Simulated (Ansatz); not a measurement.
# BrClF2H2Si (built from SMILES Cl.F[SiH](F)Br): search for a transition state

Is there a first-order saddle for this four-centre ligand exchange, which should form Si1–Cl7, Br2–H6 and break Si1–Br2, H6–Cl7, and which two structures does it connect?

Method: PBE0-D4, def2-SVP first, then def2-TZVP; program: Ansatz 0.2.0, Gaussian basis.

152 further runs of the same task are left out: 152 set aside as unsound or not needed. Runs told in other sessions of the task aren't counted.

## Step 1: Where the work starts

The guess: 7 atoms, charge 0, spin multiplicity 1.

Atoms are counted from 1 here; the program's logs count them from 0.

Bond lengths: Si1–F3 1.613 Å, Si1–F4 1.588 Å, Si1–H5 1.432 Å, Si1–Cl7 2.247 Å, H6–Cl7 1.440 Å. Angles: F3–Si1–F4 96.0°, F3–Si1–H5 99.3°, F3–Si1–Cl7 89.1°, F4–Si1–H5 129.9°, F4–Si1–Cl7 107.5°, H5–Si1–Cl7 120.1°, Si1–Cl7–H6 83.0°.

As a file:

```xyz
7

Si   -0.5182   -0.0193   -0.4071
Br    0.5180   -1.4644    1.5312
F    -0.8694    1.0646   -1.5484
F    -1.5920    0.4928    0.6446
H    -0.5113   -1.2052   -1.2090
H     1.5718    0.0530    0.9928
Cl    1.4010    1.0784   -0.0041
```

Distances that are to change: Si1–Cl7 2.25 Å, Br2–H6 1.92 Å, Si1–Br2 2.63 Å, H6–Cl7 1.44 Å.

## Step 2: Constrained relaxation of the guess

Input file hold/in.yaml:

```yaml
crystal:
  periodic: [false, false, false]
  atoms:
    - {symbol: Si, position_ang: [-0.518200, -0.019300, -0.407100]}
    - {symbol: Br, position_ang: [0.518000, -1.464400, 1.531200]}
    - {symbol: F, position_ang: [-0.869400, 1.064600, -1.548400]}
    - {symbol: F, position_ang: [-1.592000, 0.492800, 0.644600]}
    - {symbol: H, position_ang: [-0.511300, -1.205200, -1.209000]}
    - {symbol: H, position_ang: [1.571800, 0.053000, 0.992800]}
    - {symbol: Cl, position_ang: [1.401000, 1.078400, -0.004100]}
basis:
  gaussian: {orbitals: def2-SVP}
hamiltonian: {xc: pbe0, dispersion: d4}
relax: {f_tol: 0.04, max_steps: 150, escape_saddle: false, constraints: [{distance: [0, 6]}, {distance: [1, 5]}, {distance: [0, 1]}, {distance: [5, 6]}]}
```

Command:

```bash
ansatz run in.yaml --threads 8 --pin off --events-out ev --progress --plain --max-ram 19148MiB
```

The runs that follow: Force constants to start from; Saddle search in the small basis; Saddle search in triple zeta; Vibrations at the point found; Relaxing after a step of 0.30 Å one way along the mode; Relaxing after a step of 0.30 Å the other way along the mode.

What does the calculation give? Wanted: imaginary mode; barrier from the start side; barrier from the end side; energy of the step; pairs that change; zero-point energy at the saddle.

**Answer**, as computed:

| quantity | value |
| --- | --- |
| imaginary mode | 325i cm⁻¹ |
| barrier from the start side | 1.339 eV |
| barrier from the end side | 1.434 eV |
| energy of the step | -0.095 eV |
| pairs that change | Si1–Cl7 formed, Br2–H6 formed, Si1–Br2 broken, H6–Cl7 broken |
| zero-point energy at the saddle | 0.621 eV |

**Reading.** One imaginary mode, 325i cm⁻¹, makes this a first-order saddle. The two relaxations end on the structures that were planned. At PBE0-D4/def2-TZVP the electronic barrier is 1.339 eV, about 52 kT at 298 K, and the step runs 0.095 eV downhill. A step off the saddle overshot and began above it in energy, so the link to its end is likely but not proven. The ends are the nearest minima, not always the lowest complexes.
